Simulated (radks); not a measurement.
**Ionising europium step by step, Eu to Eu²⁰⁺**

One table from this session's results is given with a row withheld; the runs are named, their logs left out.

Method: scalar-relativistic Kohn-Sham, r2SCAN, spin-polarised, spherical densities, finite nucleus; open shells are filled with parallel spins first. Code: radks (a radial shooting solver on a logarithmic mesh, Libxc functionals) version 1.

## The atom as given

| Item | Value |
| --- | --- |
| element | europium (Z = 63) |
| charges | 0 to 20 |
| first configuration | [Xe] 4f7 6s2 |
| last configuration | [Kr] 4d7 |

Outer shells as boxes (Hund's rule):

Eu
```
[Xe] core
4f [↑ ][↑ ][↑ ][↑ ][↑ ][↑ ][↑ ]
6s [↑↓]
```

Eu²⁰⁺
```
[Kr] core
4d [↑↓][↑↓][↑ ][↑ ][↑ ]
```

The first run:

Input:

```text
Z 63
configuration [Xe] 4f7 6s2
relativity scalar-relativistic
functional r2scan,r2scan
spin polarised
nucleus finite rms 5.1115 fm
c 137.035999084
```

Steps of the session up to this table: Eu, [Xe] 4f7 6s2.

One of the session's tables, all rows but one given; the rest of the session is left out.

It belongs to the step «Eu, [Xe] 4f7 6s2». From the orbitals of this run (lengths in bohr):

```
  level     <r>  outermost maximum (interpolated)  90 % within  nodes
4d down       ?                                 ?            ?      ?
  5s up   1.373                              1.23         1.98      4
5s down   1.412                              1.25         2.04      4
  5p up   1.609                              1.39         2.36      3
5p down   1.666                              1.43         2.45      3
  4f up  0.9433                             0.593         1.64      0
  6s up   4.235                              3.62         6.23      5
6s down   4.522                              3.83         6.66      5
```

Q: Estimate the row for 4d down from the others.

The run gave: <r>: 0.6558; outermost maximum (interpolated): 0.573; 90 % within: 0.986; nodes: 1. In the column «<r>» it is the lowest.

To keep in mind: Open shells are spherical and high-spin; term and fine-structure splittings are not resolved.
